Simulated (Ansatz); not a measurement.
**WO+ (quartet): wave-function methods side by side, def2-QZVPP**

One table from this session's results is given with a row withheld; the runs are named, their logs left out.

Method: def2-QZVPP, core rule «outside noble gas», up to 5 orbitals frozen; program: Ansatz 0.2.0, Gaussian basis.

Plan: UHF; ROHF; CCSD(T) on UHF.

## The geometry

The geometry is a PBE0/def2-TZVP stationary point (not a proven minimum) of the parent state, kept for this charge and spin. No spin-orbit coupling is included. Elements past krypton take def2 core potentials.

2 atoms, charge 1, spin multiplicity 4.

Atoms are counted from 1 here; the program's logs count them from 0.

Bond lengths: W1–O2 1.881 Å.

Set-up of the first run:

in.yaml reads:

```yaml
crystal:
  periodic: [false, false, false]
  atoms:
    - {symbol: W, position_ang: [0.000000, 0.000000, 0.000000]}
    - {symbol: O, position_ang: [0.000000, 0.000000, 1.880600]}
basis:
  gaussian: {orbitals: "def2-QZVPP.json"}
total_charge: 1
magnetization: {spin_polarized: true, initial_magnetization: 3}
hamiltonian: {xc: hf}
output: {orbitals: {seedname: orbitals}}
```

Command:

```console
> ansatz run in.yaml --threads 1 --pin off --events-out ev --progress --plain --max-ram 4096MiB --backend cpu
```

Steps of the session up to this table: UHF; ROHF; CCSD(T) on UHF.

One of the session's tables, all rows but one given; the rest of the session is left out.

It belongs to the step «Misses and costs». 

```
  method  from UCCSD(T) (meV)
    ROHF             +12082.0
     UHF             +10251.4
    UMP2                    ?
   UCCSD               +684.1
UCCSD(T)                    0
```

Q: Estimate the row for UMP2 from the others.

As computed: from UCCSD(T) (meV): +1834.5. In the column «from UCCSD(T) (meV)» it lies between UCCSD (+684.1) and UHF (+10251.4).

To keep in mind: The determinant of HF (⟨S²⟩ 4.73) is far from a pure spin state, so its energy mixes those of several spin states; that is harmless only where they are near-degenerate. The determinant of CCSD(T) (⟨S²⟩ 4.73) is far from a pure spin state, so its energy mixes those of several spin states; high orders of coupled cluster remove much of that, low ones don't.
